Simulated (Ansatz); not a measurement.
# Cl₂F₃HOW: small, medium and large basis sets

How large a basis does Cl₂F₃HOW need? Two functionals are run in growing sets.

The runs use Ansatz 0.2.0, Gaussian basis; one geometry, several basis sets.

Levels to be run: PBE0-D4/def2-SVP; ωB97M-V/def2-SVP; PBE0-D4/def2-QZVPP; ωB97M-V/def2-QZVPP; the functionals' def2-TZVPP values are taken from earlier runs.

## 1. Structure used throughout

The geometry comes from an earlier relaxation with PBE0-D4 in a triple-zeta def2 set; it is a stationary point, not always the lowest conformer. W takes the def2 core potential; no spin-orbit term is included.

SMILES `[OH][W]([F])([F])([F])([Cl])[Cl]`, 8 atoms, charge 0, spin multiplicity 1.

Atoms are counted from 1 here; the program's logs count them from 0.

Bond lengths: O1–W2 1.832 Å, O1–H8 0.958 Å, W2–F3 1.848 Å, W2–F4 1.848 Å, W2–F5 1.846 Å, W2–Cl6 2.312 Å, W2–Cl7 2.279 Å. Angles: W2–O1–H8 145.7°, O1–W2–F3 92.6°, O1–W2–F4 92.6°, O1–W2–F5 172.6°, O1–W2–Cl6 87.4°, O1–W2–Cl7 94.5°, F3–W2–F4 174.5°, F3–W2–F5 87.6°, F3–W2–Cl6 91.1°, F3–W2–Cl7 88.8°, F4–W2–F5 87.6°, F4–W2–Cl6 91.1°, F4–W2–Cl7 88.8°, F5–W2–Cl6 85.2°, F5–W2–Cl7 92.8°, Cl6–W2–Cl7 178.0°.

## 2. PBE0-D4 in def2-SVP

in.yaml

```yaml
crystal:
  periodic: [false, false, false]
  atoms:
    - {symbol: O, position_ang: [-0.604441, -1.400188, 0.189277]}
    - {symbol: W, position_ang: [0.213723, 0.219553, -0.060160]}
    - {symbol: F, position_ang: [0.737178, 0.320880, 1.708818]}
    - {symbol: F, position_ang: [-0.180679, 0.234058, -1.865088]}
    - {symbol: F, position_ang: [0.827422, 1.949281, -0.259867]}
    - {symbol: Cl, position_ang: [-1.817862, 1.205058, 0.437711]}
    - {symbol: Cl, position_ang: [2.247007, -0.680205, -0.560443]}
    - {symbol: H, position_ang: [-1.422367, -1.848446, 0.409751]}
basis:
  gaussian: {orbitals: def2-SVP}
hamiltonian: {xc: pbe0, dispersion: d4}
output: {orbitals: {seedname: orbitals}}
```

Run with:

```
$ ansatz run in.yaml --threads 4 --pin off --events-out ev --progress --plain --max-ram 11315MiB
```

After this run come: ωB97M-V in def2-SVP; PBE0-D4 in def2-QZVPP; ωB97M-V in def2-QZVPP.

Before running them: what should the planned runs give, taken together? Wanted: PBE0-D4: double and triple zeta above quadruple; ωB97M-V: double and triple zeta above quadruple.

**Answer**, as computed:

| quantity | value |
| --- | --- |
| PBE0-D4: double and triple zeta above quadruple | 23.32, 1.29 eV |
| ωB97M-V: double and triple zeta above quadruple | 23.44, 1.23 eV |

**Reading.** For PBE0-D4 the step from double to triple zeta gains 22.02 eV and the next only 1.29 eV. These are total energies; as a rule much of such shifts cancels in differences, which this series doesn't test.
